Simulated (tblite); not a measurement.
# Ge21H28N8: the cost of one run

Programs: tblite 0.8.0 and PySCF 2.14.0, with routines of our own; each step states its level. All values are computed. Atoms count from 0.

## (1) The system as given

57 atoms, charge 0, multiplicity 1; geometry from: force field, distance geometry or constructed start.

## (2) Optimising the geometry with GFN2-xTB

Job settings and geometry (Å):

```
{"job": {"kind": "relax", "xc": "GFN2-xTB", "basis": "xTB"}, "charge": 0, "multiplicity": 1}
Ge    -1.372900    -3.958300    -1.171600
Ge    -1.354800    -1.150200    -3.964600
Ge    -1.404200    -1.363300     1.408200
Ge    -1.383200     1.427400    -1.379400
Ge    -1.354500     1.123500     3.914400
Ge    -1.329800     3.909500     1.103000
Ge     1.409500    -1.359300    -1.410500
Ge    -0.018400    -2.754900    -2.756500
Ge     1.354300    -1.154900     3.957300
Ge     1.375000    -3.957200     1.171600
Ge    -0.002100    -5.546400    -0.002100
Ge     0.019300    -2.759600     2.758000
Ge     1.323100     3.910700    -1.100700
Ge     1.355700     1.124100    -3.913700
Ge     0.020600    -0.001200    -5.565500
Ge     0.021400     2.784600    -2.776900
Ge     0.000400     5.586400     0.000900
Ge    -0.023900    -0.009700     5.564700
Ge     1.382000     1.424800     1.375600
Ge     0.002800     0.006800     0.002700
Ge    -0.025600     2.787800     2.784700
N     -2.004100    -2.670100     0.111900
H     -3.001000    -2.824700    -0.031700
N     -1.990900     0.129800    -2.685600
H     -2.986900    -0.000700    -2.855100
N     -2.125200    -0.105700     2.673900
H     -2.776900    -0.510900     3.334100
N     -2.111000     2.685900    -0.124700
H     -2.744700     3.364000    -0.548800
N      1.987800     0.134500     2.687500
H      2.991000    -0.002700     2.854800
N      2.001300    -2.670300    -0.111900
H      3.003400    -2.829200     0.036500
N      2.112500     2.683900     0.129600
H      2.746500     3.365400     0.543500
N      2.119600    -0.102600    -2.674300
H      2.776800    -0.513000    -3.338900
H     -2.395500    -4.740500    -1.961000
H     -2.377600    -1.938400    -4.741100
H     -2.370200     1.919700     4.704700
H     -2.344500     4.699000     1.896000
H      0.861100    -3.640900    -3.624600
H      2.383600    -1.933500     4.737400
H      2.399000    -4.743400     1.956600
H     -0.866700    -6.449800     0.855000
H      0.861100    -6.449900    -0.856000
H     -0.852800    -3.635200     3.627700
H      2.344100     4.703900    -1.889900
H      2.367000     1.916600    -4.703300
H     -0.852600     0.786200    -6.511700
H      0.894800    -0.884000    -6.443100
H     -0.879200     3.640800    -3.646200
H     -0.889400     6.507100    -0.809000
H      0.885600     6.505900     0.806000
H     -0.895000    -0.877600     6.447700
H      0.854000     0.788500     6.514300
H      0.892400     3.633800     3.644000
```

Command:

```
> OMP_NUM_THREADS=4 python large_run.py task.json out
```

This one command runs all jobs of the session in turn.

**Question.** How long does this first job take on 4 threads of Arm Neoverse N1, shared host, and how much memory does it need?

About 32 s, with a peak of 0.16 GiB.
